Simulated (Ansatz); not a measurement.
## FePbO3, space group Pm-3m: a scan of the Hubbard U, step by step

Program: Ansatz 0.2.0, Python API.

The cells in order, each with its output:

```python
import ansatz
import numpy as np
```

```python
def count_gap(report):
    # lowest empty less highest filled band, counting bands; zero where they overlap
    return max(report.get("gap_by_band_count_ev") or 0.0, 0.0)
```

```python
cell = (
    ansatz.Lattice.of((3.947544, 0.0, 0.0), (0.0, 3.947544, 0.0), (0.0, 0.0, 3.947544))
    .atom("Fe", (0.5, 0.5, 0.5))
    .atom("Pb", (0.0, 0.0, 0.0))
    .atom("O", (0.5, 0.5, 0.0))
    .atom("O", (0.5, 0.0, 0.5))
    .atom("O", (0.0, 0.5, 0.5))
    .moments(Fe=3.5)
)
```

```python
[site.symbol for site in cell.resolved().sites]
```

    ['Fe', 'Pb', 'O', 'O', 'O']

```python
base = (
    cell.calculation()
    .functional("pbesol")
    .kpoints(5)
    .occupations(ansatz.OccupationsMethod.FERMI_DIRAC, width=0.1)
    .spin("collinear")
    .scf(tolerance=1e-10)
    .band_table()
)
rows = []
for u in [2.0, 4.0, 6.0, 8.0]:
    report = base.hubbard("Fe", "d", u_eff=u).run(threads=1).report
    shell = report["hubbard"]["n_scf"]
    rows.append((u, count_gap(report), sum(shell) / len(shell), max(abs(m) for m in report["site_moments_mub"]), report["n_iterations"]))
print("      U_eff eV  gap by band count eV  Fe d occupation (projector)  largest moment muB      iterations")
for row in rows:
    print(f"{str(row[0]):>14s}  {row[1]:20.3f}  {row[2]:27.4f}  {row[3]:18.3f}  {row[4]:14d}")
print("eigenvalues of the first occupation matrix at the last U, by spin:")
for channel in report["hubbard"]["n_eig"][0]:
    print("  ", " ".join(f"{n:.3f}" for n in channel))
```

    DeckWarning: basis.ecutwfc = 420 eV, auto-derived from the records' recommended cutoffs: set by Fe (normal level)
          U_eff eV  gap by band count eV  Fe d occupation (projector)  largest moment muB      iterations
               2.0                 0.000                       5.9487               3.274              19
               4.0                 0.000                       5.8556               3.540              18
               6.0                 0.000                       5.7637               3.743              19
               8.0                 0.000                       5.6771               3.904              19
    eigenvalues of the first occupation matrix at the last U, by spin:
       0.959 0.959 0.997 0.997 0.997
       0.094 0.094 0.094 0.242 0.242

From U = 2 to 8 eV the largest site moment goes from 3.27 to 3.90 μB.

Other magnetic orders than the one started from may lie lower. The mesh is modest for a metal, so energies can be off by several to tens of meV an atom and pressures by half a GPa or more; differences at equal mesh fare better. A gap by band count of zero or less means overlapping bands, a metal. With one magnetic atom the cell can hold only ferromagnetic order. The structure comes from a database of computed cells and needn't be a stable or known phase. Gaps and levels are Kohn-Sham values on a finite set of k-points, without spin-orbit coupling. Warnings are shown shortened and without file and line. Shell occupations and the effect of U depend on the projectors; a run with no .spin step is spin-unpolarised, and each U may end in a state that isn't the lowest. Hardware and time: 34 s on 1 thread of AMD EPYC 9R45 96-Core Processor (Zen 5), on a shared host, peak memory 0.78 GiB.
